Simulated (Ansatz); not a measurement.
# Hf3ZrS8: the cost of one run

Program: Ansatz 0.2.0. Level of theory: DFT PBE, scalar-relativistic, plane waves, PAW, unless a step names another level. These are calculated values, not measurements.

1 further run of the same task is left out (it didn't finish). Runs told in other sessions of the task aren't counted.

## 1. The system as given

Symmetry: P2/m, No. 10, monoclinic system. Conventional cell: a = 6.338 Å, b = 7.322 Å, c = 6.812 Å, α = 90.00°, β = 90.01°, γ = 90.00°. Zr (site symmetry 2/m) has 6 S at 2.57 Å in its first shell of neighbours. Around Hf (site symmetry 2) lie 6 S at 2.56 Å. Hf (site symmetry 2/m) is surrounded by 6 S at 2.56 Å. S (site symmetry 1) has 2 Hf at 2.56 Å and 1 Zr at 2.57 Å in its first shell of neighbours. S (site symmetry m) has 3 Hf at 2.56 Å in its first shell of neighbours. Around S (site symmetry m) lie 2 Hf at 2.56 Å and 1 Zr at 2.57 Å.

As a file:

```cif
data_structure
_symmetry_space_group_name_H-M 'P2/m'
_symmetry_Int_Tables_number 10
_cell_length_a 6.3384
_cell_length_b 7.3218
_cell_length_c 6.8124
_cell_angle_alpha 90.000
_cell_angle_beta 90.008
_cell_angle_gamma 90.000
_cell_volume 316.15
loop_
_atom_site_label
_atom_site_type_symbol
_atom_site_symmetry_multiplicity
_atom_site_Wyckoff_symbol
_atom_site_fract_x
_atom_site_fract_y
_atom_site_fract_z
_atom_site_occupancy
Zr1 Zr 1 d 0.50000 0.00000 0.00000 1
Hf1 Hf 2 i 0.00000 0.74966 0.00000 1
Hf2 Hf 1 e 0.50000 0.50000 0.00000 1
S1 S 4 o 0.66780 0.74826 0.21247 1
S2 S 2 n 0.16700 0.50000 0.21204 1
S3 S 2 m 0.16409 0.00000 0.21244 1
```

It is the end of an earlier relaxation with the same method, from a generated guess; it is a trial structure. At a tolerance of 0.02 Å it has space group P2/m (No. 10); it has 26.35 Å³/atom, an uncorrected energy of -1.57 eV/atom over the elements and, on its mesh, gap 1.19 eV.

## 2. Elastic constants, atoms relaxed

input.yaml

```yaml
crystal:
  lattice:
    - [6.3383078024, 0.0, 0.0002144518]
    - [0.0, 7.3216417556, 0.0]
    - [-0.0011674549, 0.0, 6.8418469978]
  atoms:
    - { symbol: Zr, position: [0.5, 0.0, 0.0] }
    - { symbol: Hf, position: [0.0, 0.7496643004, 0.0] }
    - { symbol: Hf, position: [0.5, 0.5, 0.0] }
    - { symbol: Hf, position: [0.0, 0.2503356996, 0.0] }
    - { symbol: S, position: [0.6677914409, 0.7482769223, 0.2115978034] }
    - { symbol: S, position: [0.1669990005, 0.5, 0.2111896867] }
    - { symbol: S, position: [0.6677914409, 0.2517230777, 0.2115978034] }
    - { symbol: S, position: [0.1641050823, 0.0, 0.2115794236] }
    - { symbol: S, position: [0.8358949177, 0.0, 0.7884205764] }
    - { symbol: S, position: [0.3322085591, 0.7482769223, 0.7884021966] }
    - { symbol: S, position: [0.8330009995, 0.5, 0.7888103133] }
    - { symbol: S, position: [0.3322085591, 0.2517230777, 0.7884021966] }
basis:
  ecutwfc: 420
kpoints:
  mp_grid: { grid: [4, 4, 4] }
hamiltonian:
  xc: pbe
scf:
  occupations: { method: fixed }
output:
  forces: true
  stress: true
  eigenvalues: true
elastic:
  mode: relaxed_ion
  stencil: two_point
```

On the command line:

```bash
$ ansatz run input.yaml --threads 4 --pin off --max-ram 8192MiB --backend cpu --events-out ev --progress --plain --runs-dir out
```

What time and memory should one allow on 4 threads of Arm Neoverse V1, shared host?

About 21 min, with a peak of 1.6 GiB.
